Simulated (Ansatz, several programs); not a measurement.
KMgF3 built on the cubic perovskite prototype, relaxed with PBE in Ansatz (plane waves, PAW): it is cubic, Pm-3m (No. 221); a = 4.054 Å in the conventional setting, 13.32 Å³ an atom. K has 12 F at 2.87 Å; Mg has 6 F at 2.03 Å; F has 2 Mg at 2.03 Å and 4 K at 2.87 Å. The cell was then scaled with its shape and fractional coordinates held. No spin polarisation and no zero-point or thermal motion.

```tsv
V (Å³/atom)	E (meV/atom)
12.525	11.28
12.924	2.74
13.324	0.00
14.124	8.84
```

(1) Pass a cubic E = c₀ + c₁u + c₂u² + c₃u³, with u = V − 13.224 Å³, through these points.

(2) Where is the minimum, and what bulk modulus follows?

(3) Predict the energy and the pressure at the withheld volume, 13.724 Å³.

Answers

(1) c₀ = 0.18, c₁ = -3.434, c₂ = 16.360, c₃ = -2.0625 (meV and Å³).

(2) dE/du = 0 at u = +0.107, so V₀ = 13.33 Å³. B = V₀ d²E/dV² = 13.33 × (2c₂ + 6c₃u) = 13.33 × 31.395 = 419 meV/Å³, and 1 meV/Å³ is 0.16022 GPa: 67 GPa. A third-order Birch-Murnaghan fit to all five points gives 13.33 Å³ and 66 GPa.

(3) With u = +0.500: E ≈ 2.30 meV and P = −dE/dV ≈ -1.82 GPa. The run gives 2.42 meV and, from its stress, -1.82 GPa.
